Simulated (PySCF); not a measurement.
# N²⁺: excitation energies in aug-cc-pCVTZ-DK plus 1 even-tempered diffuse shell per l, part 2 of 2

Aim: the excitation energy of nitrogen from differences of total energies, at each level of theory, and how far each lands from the tabulated value where there is one.

PySCF 2.14.0; aug-cc-pCVTZ-DK plus 1 even-tempered diffuse shell per l, scalar relativity by spin-free X2C-1e. The scripts are equivalent inputs of a driver's runs. The steps go on from the part before.

### 4 N²⁺ [He] 2s1 2p1 3s1: the ladder of methods

**UHF**

Contents of input.py:

```python
from pyscf import gto, scf, dft, mp, cc
import basis_set_exchange as bse
mol = gto.M(atom="N 0 0 0", charge=2, spin=3, symmetry="D2h",
            basis=gto.basis.parse(bse.get_basis("aug-cc-pCVTZ-DK", elements=["N"], fmt="nwchem", augment_diffuse=1)),
            nucmod="G")
mf = scf.UHF(mol).sfx2c1e()
mf.irrep_nelec = {'Ag': (3, 1), 'B2u': (1, 0)}
mf.kernel()
```

Standard output:

```text
damping factor = 0
level_shift factor = 0
DIIS = <class 'pyscf.scf.diis.CDIIS'>
diis_start_cycle = 1
diis_space = 10
diis_damp = 0
SCF conv_tol = 1e-09
SCF conv_tol_grad = None
number electrons alpha = 4  beta = 1
cycle= 1 E= -51.6095372482973  delta_E= -0.00269  |g|= 0.019  |ddm|= 0.064
cycle= 2 E= -51.6097884812131  delta_E= -0.000251  |g|= 0.00593  |ddm|= 0.0317
cycle= 3 E= -51.6098595607005  delta_E= -7.11e-05  |g|= 0.0018  |ddm|= 0.0238
cycle= 4 E= -51.6098736958587  delta_E= -1.41e-05  |g|= 0.000213  |ddm|= 0.0152
cycle= 5 E= -51.6098739025709  delta_E= -2.07e-07  |g|= 1.25e-05  |ddm|= 0.00202
cycle= 6 E= -51.6098739029673  delta_E= -3.96e-10  |g|= 1.3e-06  |ddm|= 0.000105
converged SCF energy = -51.6098739029673  <S^2> = 3.7500122  2S+1 = 4.0000061
```

CPU time 3.3 s on a shared host, the integrals not counted.

The occupied shells:

```tsv
shell	electrons	mean orbital energy (eV)	spread (eV)	rms radius (bohr)
1s α	1	-481.97	0	0.264
1s β	1	-477.58	0	0.264
2s α	1	-70.065	0	1.19
2p α	1	-59.372	0	1.15
3s α	1	-19.817	0	3.40
```

⟨S²⟩ = 3.750, ⟨L²⟩ = 2.02.

Spin-orbit constants on these orbitals (cm⁻¹; bare nucleus, screened nucleus, mean field): 2p 217.8, 155.5, 133.4. To first order in LS coupling the lowest level has J = 1/2 and lies 0.0138 eV below the centre of the term.

**LDA**

Changes to input.py:

```diff
@@ -5,3 +5,3 @@
             nucmod="G")
-mf = scf.UHF(mol).sfx2c1e()
+mf = dft.UKS(mol, xc="LDA,VWN").sfx2c1e()
 mf.irrep_nelec = {'Ag': (3, 1), 'B2u': (1, 0)}
```

Standard output:

```text
damping factor = 0
level_shift factor = 0
DIIS = <class 'pyscf.scf.diis.CDIIS'>
diis_start_cycle = 1
diis_space = 10
diis_damp = 0
SCF conv_tol = 1e-09
SCF conv_tol_grad = None
number electrons alpha = 4  beta = 1
XC functionals = LDA,VWN
    P. A. M. Dirac.,  Math. Proc. Cambridge Philos. Soc. 26, 376 (1930)
    F. Bloch.,  Z. Phys. 57, 545 (1929)
    S. H. Vosko, L. Wilk, and M. Nusair.,  Can. J. Phys. 58, 1200 (1980)
cycle= 1 E= -51.2258760642309  delta_E= -0.00551  |g|= 0.0254  |ddm|= 0.232
cycle= 2 E= -51.225904455413  delta_E= -2.84e-05  |g|= 0.00262  |ddm|= 0.0297
cycle= 3 E= -51.2259050694997  delta_E= -6.14e-07  |g|= 0.000106  |ddm|= 0.00387
cycle= 4 E= -51.2259050864968  delta_E= -1.7e-08  |g|= 1.63e-05  |ddm|= 0.000734
cycle= 5 E= -51.2259050871698  delta_E= -6.73e-10  |g|= 6.7e-07  |ddm|= 0.00014
converged SCF energy = -51.2259050871698  <S^2> = 3.7500056  2S+1 = 4.0000028
```

It used 0.86 s of CPU time after the integrals (shared host).

**PBE**

Changes to input.py:

```diff
@@ -5,3 +5,3 @@
             nucmod="G")
-mf = dft.UKS(mol, xc="LDA,VWN").sfx2c1e()
+mf = dft.UKS(mol, xc="PBE").sfx2c1e()
 mf.irrep_nelec = {'Ag': (3, 1), 'B2u': (1, 0)}
```

Standard output:

```text
damping factor = 0
level_shift factor = 0
DIIS = <class 'pyscf.scf.diis.CDIIS'>
diis_start_cycle = 1
diis_space = 10
diis_damp = 0
SCF conv_tol = 1e-09
SCF conv_tol_grad = None
number electrons alpha = 4  beta = 1
XC functionals = PBE
    J. P. Perdew, K. Burke, and M. Ernzerhof.,  Phys. Rev. Lett. 77, 3865 (1996)
    J. P. Perdew, K. Burke, and M. Ernzerhof.,  Phys. Rev. Lett. 78, 1396 (1997)
    J. P. Perdew, K. Burke, and M. Ernzerhof.,  Phys. Rev. Lett. 77, 3865 (1996)
    J. P. Perdew, K. Burke, and M. Ernzerhof.,  Phys. Rev. Lett. 78, 1396 (1997)
cycle= 1 E= -51.6418172788341  delta_E= -0.00352  |g|= 0.00798  |ddm|= 0.28
cycle= 2 E= -51.641862114447  delta_E= -4.48e-05  |g|= 0.00106  |ddm|= 0.0395
cycle= 3 E= -51.6418657044866  delta_E= -3.59e-06  |g|= 0.000288  |ddm|= 0.0091
cycle= 4 E= -51.6418660521281  delta_E= -3.48e-07  |g|= 1.32e-05  |ddm|= 0.00346
cycle= 5 E= -51.6418660527529  delta_E= -6.25e-10  |g|= 3.36e-07  |ddm|= 0.000166
converged SCF energy = -51.6418660527529  <S^2> = 3.7500041  2S+1 = 4.000002
```

CPU time 1.3 s on a shared host, the integrals not counted.

**PBE0**

Changes to input.py:

```diff
@@ -5,3 +5,3 @@
             nucmod="G")
-mf = dft.UKS(mol, xc="PBE").sfx2c1e()
+mf = dft.UKS(mol, xc="PBE0").sfx2c1e()
 mf.irrep_nelec = {'Ag': (3, 1), 'B2u': (1, 0)}
```

Standard output:

```text
damping factor = 0
level_shift factor = 0
DIIS = <class 'pyscf.scf.diis.CDIIS'>
diis_start_cycle = 1
diis_space = 10
diis_damp = 0
SCF conv_tol = 1e-09
SCF conv_tol_grad = None
number electrons alpha = 4  beta = 1
XC functionals = PBE0
    C. Adamo and V. Barone.,  J. Chem. Phys. 110, 6158 (1999)
    M. Ernzerhof and G. E. Scuseria.,  J. Chem. Phys. 110, 5029 (1999)
cycle= 1 E= -51.6524698684106  delta_E= -0.00253  |g|= 0.00821  |ddm|= 0.208
cycle= 2 E= -51.6525622408845  delta_E= -9.24e-05  |g|= 0.0019  |ddm|= 0.0561
cycle= 3 E= -51.6525773638484  delta_E= -1.51e-05  |g|= 0.000597  |ddm|= 0.0179
cycle= 4 E= -51.6525791783329  delta_E= -1.81e-06  |g|= 3.98e-05  |ddm|= 0.00716
cycle= 5 E= -51.652579185339  delta_E= -7.01e-09  |g|= 2.97e-06  |ddm|= 0.000588
cycle= 6 E= -51.6525791853529  delta_E= -1.38e-11  |g|= 1e-07  |ddm|= 6.18e-05
converged SCF energy = -51.6525791853529  <S^2> = 3.7500044  2S+1 = 4.0000022
```

It used 1.8 s of CPU time after the integrals (shared host).

**r2SCAN**

Changes to input.py:

```diff
@@ -5,3 +5,3 @@
             nucmod="G")
-mf = dft.UKS(mol, xc="PBE0").sfx2c1e()
+mf = dft.UKS(mol, xc="R2SCAN").sfx2c1e()
 mf.irrep_nelec = {'Ag': (3, 1), 'B2u': (1, 0)}
```

Standard output:

```text
damping factor = 0
level_shift factor = 0
DIIS = <class 'pyscf.scf.diis.CDIIS'>
diis_start_cycle = 1
diis_space = 10
diis_damp = 0
SCF conv_tol = 1e-09
SCF conv_tol_grad = None
number electrons alpha = 4  beta = 1
XC functionals = R2SCAN
    J. W. Furness, A. D. Kaplan, J. Ning, J. P. Perdew, and J. Sun.,  J. Phys. Chem. Lett. 11, 8208-8215 (2020)
    J. W. Furness, A. D. Kaplan, J. Ning, J. P. Perdew, and J. Sun.,  J. Phys. Chem. Lett. 11, 9248-9248 (2020)
    J. W. Furness, A. D. Kaplan, J. Ning, J. P. Perdew, and J. Sun.,  J. Phys. Chem. Lett. 11, 8208-8215 (2020)
    J. W. Furness, A. D. Kaplan, J. Ning, J. P. Perdew, and J. Sun.,  J. Phys. Chem. Lett. 11, 9248-9248 (2020)
cycle= 1 E= -51.6828854707485  delta_E= -0.00278  |g|= 0.00785  |ddm|= 0.144
cycle= 2 E= -51.6829544207212  delta_E= -6.89e-05  |g|= 0.00148  |ddm|= 0.0363
cycle= 3 E= -51.6829623187777  delta_E= -7.9e-06  |g|= 0.000371  |ddm|= 0.0121
cycle= 4 E= -51.6829628804471  delta_E= -5.62e-07  |g|= 1.17e-05  |ddm|= 0.00418
cycle= 5 E= -51.6829628807479  delta_E= -3.01e-10  |g|= 1.05e-06  |ddm|= 0.00016
converged SCF energy = -51.6829628807479  <S^2> = 3.7500119  2S+1 = 4.000006
```

It used 2.8 s of CPU time after the integrals (shared host).

**BLYP**

Changes to input.py:

```diff
@@ -5,3 +5,3 @@
             nucmod="G")
-mf = dft.UKS(mol, xc="R2SCAN").sfx2c1e()
+mf = dft.UKS(mol, xc="BLYP").sfx2c1e()
 mf.irrep_nelec = {'Ag': (3, 1), 'B2u': (1, 0)}
```

Standard output:

```text
damping factor = 0
level_shift factor = 0
DIIS = <class 'pyscf.scf.diis.CDIIS'>
diis_start_cycle = 1
diis_space = 10
diis_damp = 0
SCF conv_tol = 1e-09
SCF conv_tol_grad = None
number electrons alpha = 4  beta = 1
XC functionals = BLYP
    A. D. Becke.,  Phys. Rev. A 38, 3098 (1988)
    C. Lee, W. Yang, and R. G. Parr.,  Phys. Rev. B 37, 785 (1988)
    B. Miehlich, A. Savin, H. Stoll, and H. Preuss.,  Chem. Phys. Lett. 157, 200 (1989)
cycle= 1 E= -51.6939100379063  delta_E= -0.0037  |g|= 0.00646  |ddm|= 0.234
cycle= 2 E= -51.693941893101  delta_E= -3.19e-05  |g|= 0.000838  |ddm|= 0.029
cycle= 3 E= -51.6939444400759  delta_E= -2.55e-06  |g|= 0.000229  |ddm|= 0.0076
cycle= 4 E= -51.6939446650179  delta_E= -2.25e-07  |g|= 3e-05  |ddm|= 0.00256
cycle= 5 E= -51.6939446667834  delta_E= -1.77e-09  |g|= 1.5e-06  |ddm|= 0.000237
cycle= 6 E= -51.6939446667876  delta_E= -4.16e-12  |g|= 4.72e-08  |ddm|= 1.48e-05
converged SCF energy = -51.6939446667876  <S^2> = 3.7500045  2S+1 = 4.0000023
```

CPU time 1.5 s on a shared host, the integrals not counted.

**BP86**

Changes to input.py:

```diff
@@ -5,3 +5,3 @@
             nucmod="G")
-mf = dft.UKS(mol, xc="BLYP").sfx2c1e()
+mf = dft.UKS(mol, xc="B88,P86").sfx2c1e()
 mf.irrep_nelec = {'Ag': (3, 1), 'B2u': (1, 0)}
```

Standard output:

```text
damping factor = 0
level_shift factor = 0
DIIS = <class 'pyscf.scf.diis.CDIIS'>
diis_start_cycle = 1
diis_space = 10
diis_damp = 0
SCF conv_tol = 1e-09
SCF conv_tol_grad = None
number electrons alpha = 4  beta = 1
XC functionals = B88,P86
    A. D. Becke.,  Phys. Rev. A 38, 3098 (1988)
    J. P. Perdew.,  Phys. Rev. B 33, 8822 (1986)
cycle= 1 E= -51.6927418331404  delta_E= -0.00316  |g|= 0.00605  |ddm|= 0.25
cycle= 2 E= -51.6927729065277  delta_E= -3.11e-05  |g|= 0.000783  |ddm|= 0.0432
cycle= 3 E= -51.6927751026185  delta_E= -2.2e-06  |g|= 0.000192  |ddm|= 0.00802
cycle= 4 E= -51.6927752546431  delta_E= -1.52e-07  |g|= 1.1e-05  |ddm|= 0.00221
cycle= 5 E= -51.6927752550478  delta_E= -4.05e-10  |g|= 5.81e-07  |ddm|= 0.000141
converged SCF energy = -51.6927752550478  <S^2> = 3.7500054  2S+1 = 4.0000027
```

CPU time 1.3 s on a shared host, the integrals not counted.

**PW91**

Changes to input.py:

```diff
@@ -5,3 +5,3 @@
             nucmod="G")
-mf = dft.UKS(mol, xc="B88,P86").sfx2c1e()
+mf = dft.UKS(mol, xc="PW91,PW91").sfx2c1e()
 mf.irrep_nelec = {'Ag': (3, 1), 'B2u': (1, 0)}
```

Standard output:

```text
damping factor = 0
level_shift factor = 0
DIIS = <class 'pyscf.scf.diis.CDIIS'>
diis_start_cycle = 1
diis_space = 10
diis_damp = 0
SCF conv_tol = 1e-09
SCF conv_tol_grad = None
number electrons alpha = 4  beta = 1
XC functionals = PW91,PW91
    J. P. Perdew. In P. Ziesche and H. Eschrig, editors, Proceedings of the 75. WE-Heraeus-Seminar and 21st Annual International Symposium on Electronic Structure of Solids, 11. Berlin, 1991. Akademie Verlag.
    J. P. Perdew, J. A. Chevary, S. H. Vosko, K. A. Jackson, M. R. Pederson, D. J. Singh, and C. Fiolhais.,  Phys. Rev. B 46, 6671 (1992)
    J. P. Perdew, J. A. Chevary, S. H. Vosko, K. A. Jackson, M. R. Pederson, D. J. Singh, and C. Fiolhais.,  Phys. Rev. B 48, 4978 (1993)
    J. P. Perdew. In P. Ziesche and H. Eschrig, editors, Proceedings of the 75. WE-Heraeus-Seminar and 21st Annual International Symposium on Electronic Structure of Solids, 11. Berlin, 1991. Akademie Verlag.
    J. P. Perdew, J. A. Chevary, S. H. Vosko, K. A. Jackson, M. R. Pederson, D. J. Singh, and C. Fiolhais.,  Phys. Rev. B 46, 6671 (1992)
    J. P. Perdew, J. A. Chevary, S. H. Vosko, K. A. Jackson, M. R. Pederson, D. J. Singh, and C. Fiolhais.,  Phys. Rev. B 48, 4978 (1993)
cycle= 1 E= -51.6757582169332  delta_E= -0.00365  |g|= 0.00719  |ddm|= 0.311
cycle= 2 E= -51.6758005170399  delta_E= -4.23e-05  |g|= 0.000984  |ddm|= 0.0409
cycle= 3 E= -51.6758039963051  delta_E= -3.48e-06  |g|= 0.000272  |ddm|= 0.00927
cycle= 4 E= -51.6758043187428  delta_E= -3.22e-07  |g|= 1.77e-05  |ddm|= 0.00329
cycle= 5 E= -51.6758043194767  delta_E= -7.34e-10  |g|= 2.02e-06  |ddm|= 0.000171
converged SCF energy = -51.6758043194767  <S^2> = 3.750004  2S+1 = 4.000002
```

It used 1.6 s of CPU time after the integrals (shared host).

**wB97X-V**

Changes to input.py:

```diff
@@ -5,3 +5,3 @@
             nucmod="G")
-mf = dft.UKS(mol, xc="PW91,PW91").sfx2c1e()
+mf = dft.UKS(mol, xc="WB97X_V").sfx2c1e()
 mf.irrep_nelec = {'Ag': (3, 1), 'B2u': (1, 0)}
```

Standard output:

```text
damping factor = 0
level_shift factor = 0
DIIS = <class 'pyscf.scf.diis.CDIIS'>
diis_start_cycle = 1
diis_space = 10
diis_damp = 0
SCF conv_tol = 1e-09
SCF conv_tol_grad = None
number electrons alpha = 4  beta = 1
XC functionals = WB97X_V
    N. Mardirossian and M. Head-Gordon.,  Phys. Chem. Chem. Phys. 16, 9904-9924 (2014)
NLC functional = WB97X_V
cycle= 1 E= -51.6963877493634  delta_E= -0.00212  |g|= 0.01  |ddm|= 0.119
cycle= 2 E= -51.6965146585701  delta_E= -0.000127  |g|= 0.00344  |ddm|= 0.0598
cycle= 3 E= -51.6965559932959  delta_E= -4.13e-05  |g|= 0.00152  |ddm|= 0.0322
cycle= 4 E= -51.6965679347352  delta_E= -1.19e-05  |g|= 0.000244  |ddm|= 0.0179
cycle= 5 E= -51.6965681809956  delta_E= -2.46e-07  |g|= 2.37e-05  |ddm|= 0.00385
cycle= 6 E= -51.696568182137  delta_E= -1.14e-09  |g|= 1.01e-06  |ddm|= 0.000633
cycle= 7 E= -51.6965681821386  delta_E= -1.67e-12  |g|= 7.57e-08  |ddm|= 1.82e-05
converged SCF energy = -51.6965681821386  <S^2> = 3.7500052  2S+1 = 4.0000026
```

CPU time 3.7 s on a shared host, the integrals not counted.

### 5 N²⁺ [He] 2s1 2p1 3s1, continued

**MP2 (valence)**

Edit input.py of step 4 so:

```diff
@@ -5,4 +5,5 @@
             nucmod="G")
-mf = dft.UKS(mol, xc="WB97X_V").sfx2c1e()
+mf = scf.UHF(mol).sfx2c1e()
 mf.irrep_nelec = {'Ag': (3, 1), 'B2u': (1, 0)}
 mf.kernel()
+mp.UMP2(mf, frozen=1).kernel()
```

The driver printed no log here.

It used 0.14 s of CPU time after the integrals (shared host).

With 3 electrons correlated, the MP2 correlation energy is -0.00892 hartree (-0.00892 same spin, 0.00000 opposite spin); the SCS form gives -0.00297. Largest pairs of shells: 2s-2p -0.0036, 2s-3s -0.0030, 2p-3s -0.0023, 2s-2s 0.0000, 3s-3s 0.0000.

**MP2 (valence and next inner shell)**

Changes to input.py:

```diff
@@ -8,2 +8,2 @@
 mf.kernel()
-mp.UMP2(mf, frozen=1).kernel()
+mp.UMP2(mf, frozen=0).kernel()
```

The driver printed no log here.

CPU time 0.43 s on a shared host, the integrals not counted.

With 5 electrons correlated, the MP2 correlation energy is -0.05448 hartree (-0.01160 same spin, -0.04288 opposite spin); the SCS form gives -0.05533. Largest pairs of shells: 1s-1s -0.0366, 1s-2p -0.0043, 1s-2s -0.0041, 2s-2p -0.0036, 2s-3s -0.0030.

Radial density 4πr²ρ of N²⁺ at UHF:

```tsv
r (bohr)	density	spin density
0.00424	0.0454	0.002
0.00713	0.123	0.005
0.0120	0.320	0.014
0.0202	0.802	0.034
0.0339	1.86	0.078
0.0571	3.82	0.157
0.0960	6.30	0.244
0.161	7.30	0.248
0.272	4.82	0.202
0.457	1.95	0.779
0.768	1.99	1.927
1.29	1.27	1.265
2.17	0.445	0.445
3.66	0.286	0.286
6.15	0.0227	0.023
10.3	0.000111	0.000
```

### 6 How the shells move

Highest occupied Hartree-Fock shell of each state: N²⁺ [He] 2s1 2p1 3d1 3d α at -14.353 eV; N²⁺ [He] 2s1 2p1 3s1 3s α at -19.817 eV.

### 7 The energy differences

Excitation energy: N²⁺ [He] 2s2 2p1 (2P) → N²⁺ [He] 2s1 2p1 3d1 (high-spin determinant).

```tsv
method	value (eV)
UHF	39.147
LDA	39.702
PBE	39.574
PBE0	39.789
r2SCAN	39.545
BLYP	39.912
BP86	39.692
PW91	39.650
wB97X-V	40.332
MP2 (valence)	40.479
SCS-MP2 (valence)	40.877
MP2 (valence and next inner shell)	40.528
SCS-MP2 (valence and next inner shell)	40.917
```

The determinant of N2+ mixes LS terms, which raises its energy at the Hartree-Fock and MP2 levels.

Excitation energy: N²⁺ [He] 2s2 2p1 (2P) → N²⁺ [He] 2s1 2p1 3s1 (4P).

```tsv
method	value (eV)
UHF	33.679
LDA	34.863
PBE	34.859
PBE0	34.878
r2SCAN	34.732
BLYP	35.310
BP86	35.076
PW91	34.923
wB97X-V	35.286
MP2 (valence)	35.027
SCS-MP2 (valence)	35.414
MP2 (valence and next inner shell)	35.071
SCS-MP2 (valence and next inner shell)	35.449
```

The differences also use runs on N²⁺ [He] 2s2 2p1 (2P), which are not shown here.

### 8 Outcome

What follows sums up all 2 parts.

```
                                 quantity                                                     value
excitation energy, N²⁺ → [He] 2s1 2p1 3d1  UHF 39.147, MP2 (valence and next inner shell) 40.528 eV
excitation energy, N²⁺ → [He] 2s1 2p1 3s1  UHF 33.679, MP2 (valence and next inner shell) 35.071 eV
```

**Reading.** For the first difference the methods span 1.770 eV, from UHF (39.147) to SCS-MP2 (valence and next inner shell) (40.917). No reference value is at hand in this session. The basis is finite, and no extrapolation was made.
